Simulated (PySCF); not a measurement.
# C4H4FNO: magnetic properties

Aim: compute the magnetic properties of C4H4FNO (`O=C1CC(F)=CN1`).

Computed with PySCF 2.14.0 and routines of our own; the level stands in each step. Atoms count from 0.

### 1 The starting structure

11 atoms, charge 0, multiplicity 1; geometry from: GFN2-xTB.

### 2 Magnetic properties: GIAO B3LYP/pcSseg-1

What the job is given:

```
{"job": {"kind": "mag", "xc": "B3LYP", "basis": "pcSseg-1", "isotopologues": 2}, "charge": 0, "multiplicity": 1}
O     -2.233957     0.907088    -0.125294
C     -1.102432     0.499383    -0.064409
C     -0.616593    -0.945327    -0.009718
C      0.863093    -0.770332     0.053267
F      1.702831    -1.810936     0.115531
C      1.188996     0.521598     0.039979
N      0.021527     1.278611    -0.030648
H     -1.023974    -1.455393     0.864996
H     -0.945907    -1.497166    -0.891878
H      2.152533     0.990201     0.074796
H     -0.000692     2.284942    -0.052586
```

Method: GIAO B3LYP/pcSseg-1 magnetisability, rotational g tensor and spin-rotation constants, non-relativistic, gas phase.

Command:

```sh
> OMP_NUM_THREADS=1 python excited_run.py task.json out
```

This one command runs all jobs of the session in turn.

Standard output:

```text
coarse grid: 10064 points
cycle   1  E = -384.3647363484  dE =  1.418e+00  |g| = 9.504e-01  |ddm| = 3.162e+00
cycle   2  E = -383.6667505455  dE =  6.980e-01  |g| = 2.083e+00  |ddm| = 2.839e+00
cycle   3  E = -384.5201877599  dE = -8.534e-01  |g| = 2.589e-01  |ddm| = 2.252e+00
cycle   4  E = -384.5321033897  dE = -1.192e-02  |g| = 1.087e-01  |ddm| = 2.537e-01
cycle   5  E = -384.5338875725  dE = -1.784e-03  |g| = 3.836e-02  |ddm| = 7.962e-02
cycle   6  E = -384.5342158315  dE = -3.283e-04  |g| = 1.021e-02  |ddm| = 3.727e-02
cycle   7  E = -384.5342357438  dE = -1.991e-05  |g| = 4.306e-03  |ddm| = 9.905e-03
cycle   8  E = -384.5342395725  dE = -3.829e-06  |g| = 7.858e-04  |ddm| = 3.891e-03
final grid: 100128 points
cycle   9  E = -384.6013663085  dE = -2.626e-05  |g| = 8.306e-03  |ddm| = 2.171e-02
cycle  10  E = -384.6013251841  dE =  4.112e-05  |g| = 1.704e-02  |ddm| = 1.718e-02
cycle  11  E = -384.6013789359  dE = -5.375e-05  |g| = 1.800e-03  |ddm| = 1.264e-02
cycle  12  E = -384.6013795415  dE = -6.056e-07  |g| = 2.936e-04  |ddm| = 1.437e-03
cycle  13  E = -384.6013795516  dE = -1.009e-08  |g| = 1.270e-04  |ddm| = 3.102e-04
cycle  14  E = -384.6013795543  dE = -2.691e-09  |g| = 2.066e-05  |ddm| = 9.741e-05
cycle  15  E = -384.6013795543  dE = -5.389e-11  |g| = 1.206e-05  |ddm| = 2.314e-05
converged SCF energy = -384.6013795543

Magnetisability tensor (1e-30 J/T^2)
     -740.20       33.32        7.24
       33.32     -753.05       -2.05
        7.24       -2.05     -914.16
isotropic -802.47   principal values    -914.53   -780.28   -712.60
isotropic susceptibility -48.326 1e-6 cm^3/mol

Inertial axes            a          b          c
rot. const./GHz      7.1071     2.0108     1.5826
chi total           -46.736    -43.167    -55.075
chi diamagnetic    -246.816   -612.082   -775.964
chi paramagnetic    200.081    568.915    720.890
quadrupole/D A      -16.133     13.448      2.685
g nuclear            0.6122     0.5018     0.5215
g electronic        -0.6681    -0.5374    -0.5360
g total             -0.0559    -0.0356    -0.0145

Spin-rotation constants (kHz, H = +C I.J)
atom  isotope        aa         bb         cc
  4    19F        7.137      2.496      0.421
  6    14N        0.928      0.130      0.122
  7     1H       -0.813     -0.082     -0.038
  8     1H       -0.813     -0.081     -0.039
  9     1H       -0.376      0.092     -0.197
 10     1H       -0.228     -0.001     -0.220
  0    17O*      -4.372     -1.060     -0.076
  1    13C*       2.610      1.024      0.419
  2    13C*       1.155      0.395      0.280
  3    13C*       3.365      0.665      0.437
  5    13C*       2.962      0.575      0.277
* in the singly substituted isotopologue

Isotopologues: g along a, b, c
2H    at 7,8,9,10          -0.0459    -0.0350    -0.0137
18O   at 0                 -0.0552    -0.0340    -0.0138
```

Run time: 12 s. Hardware: 1 thread of Intel Xeon 6975P-C, shared host; peak memory 0.7 GiB.

In short:

| quantity | value |
| --- | --- |
| magnetisability | -802·10⁻³⁰ J/T² |
| molar susceptibility | -48.3·10⁻⁶ cm³/mol |
| rotational g (a, b, c) | -0.0559, -0.0356, -0.0145 |

### 3 Magnetic properties: GIAO HCTH407/6-31G

The job, as its differences from that of step 2:

```diff
@@ -1,2 +1,2 @@
-{"job": {"kind": "mag", "xc": "B3LYP", "basis": "pcSseg-1", "isotopologues": 2}, "charge": 0, "multiplicity": 1}
+{"job": {"kind": "mag", "xc": "HCTH407", "basis": "6-31G"}, "charge": 0, "multiplicity": 1}
 O     -2.233957     0.907088    -0.125294
```

With the program's defaults for keys left out, this is: GIAO HCTH407/6-31G magnetisability, rotational g tensor and spin-rotation constants, non-relativistic, gas phase.

Standard output:

```text
coarse grid: 10064 points
cycle   1  E = -384.2826528293  dE =  1.393e+00  |g| = 1.022e+00  |ddm| = 3.660e+00
cycle   2  E = -382.6483184277  dE =  1.634e+00  |g| = 2.770e+00  |ddm| = 6.627e+00
cycle   3  E = -384.4531819419  dE = -1.805e+00  |g| = 4.542e-01  |ddm| = 5.905e+00
cycle   4  E = -384.4928463260  dE = -3.966e-02  |g| = 2.110e-01  |ddm| = 7.363e-01
cycle   5  E = -384.4999096555  dE = -7.063e-03  |g| = 9.427e-02  |ddm| = 2.439e-01
cycle   6  E = -384.5020874530  dE = -2.178e-03  |g| = 3.087e-02  |ddm| = 1.320e-01
cycle   7  E = -384.5023188383  dE = -2.314e-04  |g| = 1.014e-02  |ddm| = 4.328e-02
cycle   8  E = -384.5023444232  dE = -2.558e-05  |g| = 2.434e-03  |ddm| = 1.312e-02
cycle   9  E = -384.5023458296  dE = -1.406e-06  |g| = 3.736e-04  |ddm| = 3.555e-03
final grid: 100128 points
cycle  10  E = -384.4496929772  dE = -3.326e-05  |g| = 8.401e-03  |ddm| = 3.525e-02
cycle  11  E = -384.4495816639  dE =  1.113e-04  |g| = 2.416e-02  |ddm| = 3.736e-02
cycle  12  E = -384.4497066654  dE = -1.250e-04  |g| = 2.020e-03  |ddm| = 3.007e-02
cycle  13  E = -384.4497074294  dE = -7.640e-07  |g| = 5.224e-04  |ddm| = 2.591e-03
cycle  14  E = -384.4497074845  dE = -5.506e-08  |g| = 2.274e-04  |ddm| = 7.930e-04
cycle  15  E = -384.4497074978  dE = -1.333e-08  |g| = 6.777e-05  |ddm| = 3.371e-04
cycle  16  E = -384.4497074990  dE = -1.203e-09  |g| = 1.253e-05  |ddm| = 8.559e-05
cycle  17  E = -384.4497074990  dE = -4.172e-11  |g| = 4.851e-06  |ddm| = 2.282e-05
converged SCF energy = -384.4497074990

Magnetisability tensor (1e-30 J/T^2)
     -731.93       19.87        9.24
       19.87     -752.87       -3.30
        9.24       -3.30     -942.49
isotropic -809.10   principal values    -942.99   -764.54   -719.77
isotropic susceptibility -48.725 1e-6 cm^3/mol

Inertial axes            a          b          c
rot. const./GHz      7.1071     2.0108     1.5826
chi total           -45.629    -43.759    -56.788
chi diamagnetic    -245.129   -610.326   -774.218
chi paramagnetic    199.501    566.568    717.430
quadrupole/D A      -16.060     13.404      2.657
g nuclear            0.6122     0.5018     0.5215
g electronic        -0.6661    -0.5352    -0.5334
g total             -0.0539    -0.0334    -0.0119

Spin-rotation constants (kHz, H = +C I.J)
atom  isotope        aa         bb         cc
  4    19F        7.860      2.713      0.388
  6    14N        0.848      0.129      0.104
  7     1H       -0.841     -0.098     -0.048
  8     1H       -0.841     -0.097     -0.049
  9     1H       -0.407      0.070     -0.210
 10     1H       -0.260     -0.018     -0.234
  0    17O*      -4.170     -0.956     -0.055
  1    13C*       2.161      0.889      0.358
  2    13C*       0.978      0.344      0.236
  3    13C*       2.784      0.593      0.381
  5    13C*       2.535      0.498      0.233
* in the singly substituted isotopologue
```

Wall time 7.8 s (1 thread of Intel Xeon 6975P-C, shared host).

From this job:

```
              quantity                      value
       magnetisability            -809·10⁻³⁰ J/T²
  molar susceptibility         -48.7·10⁻⁶ cm³/mol
rotational g (a, b, c)  -0.0539, -0.0334, -0.0119
```

### 4 Magnetic properties (C4H4FNO (-2)): PBE00/pcseg-1

The job, as its differences from that of step 3:

```diff
@@ -1,2 +1,2 @@
-{"job": {"kind": "mag", "xc": "HCTH407", "basis": "6-31G"}, "charge": 0, "multiplicity": 1}
+{"job": {"kind": "mag", "xc": "PBE00", "basis": "pcseg-1", "scf": {"max_cycle": 74}}, "charge": -2, "multiplicity": 1}
 O     -2.233957     0.907088    -0.125294
```

With the program's defaults for keys left out, this is: PBE00/pcseg-1.

Standard output:

```text
KeyError: "LibXCFunctional: name 'PBE00' not found."
```

Run time: 0.11 s. Hardware: 1 thread of Intel Xeon 6975P-C, shared host.

**What went wrong.** No functional is called PBE00: the name is misspelt. Cure: type the name correctly.

### 5 The levels compared

```csv
level,ξ (10⁻³⁰ J/T²),g(a),g(b),gap (eV),functions,time
GIAO B3LYP/pcSseg-1,-802,-0.0559,-0.0356,5.62,139,12 s
GIAO HCTH407/6-31G,-809,-0.0539,-0.0334,4.00,71,7.8 s
```

### 6 What came out

| quantity | value |
| --- | --- |
| magnetisability (step 2, GIAO B3LYP/pcSseg-1) | -802·10⁻³⁰ J/T² |
| molar susceptibility (step 2, GIAO B3LYP/pcSseg-1) | -48.3·10⁻⁶ cm³/mol |
| rotational g (a, b, c) (step 2, GIAO B3LYP/pcSseg-1) | -0.0559, -0.0356, -0.0145 |
| magnetisability over the levels | -809 to -802·10⁻³⁰ J/T² |
| runs | 1 failed, 0 ended on unsound input |

The magnetisability spreads by 0.8 % over 2 levels, from GIAO HCTH407/6-31G (7.8 s) to GIAO B3LYP/pcSseg-1 (12 s); the runs took 7.8 s to 12 s. Two levels can agree by chance, so this spread shows no convergence. Vibrational averaging and real surroundings are missing from these values.
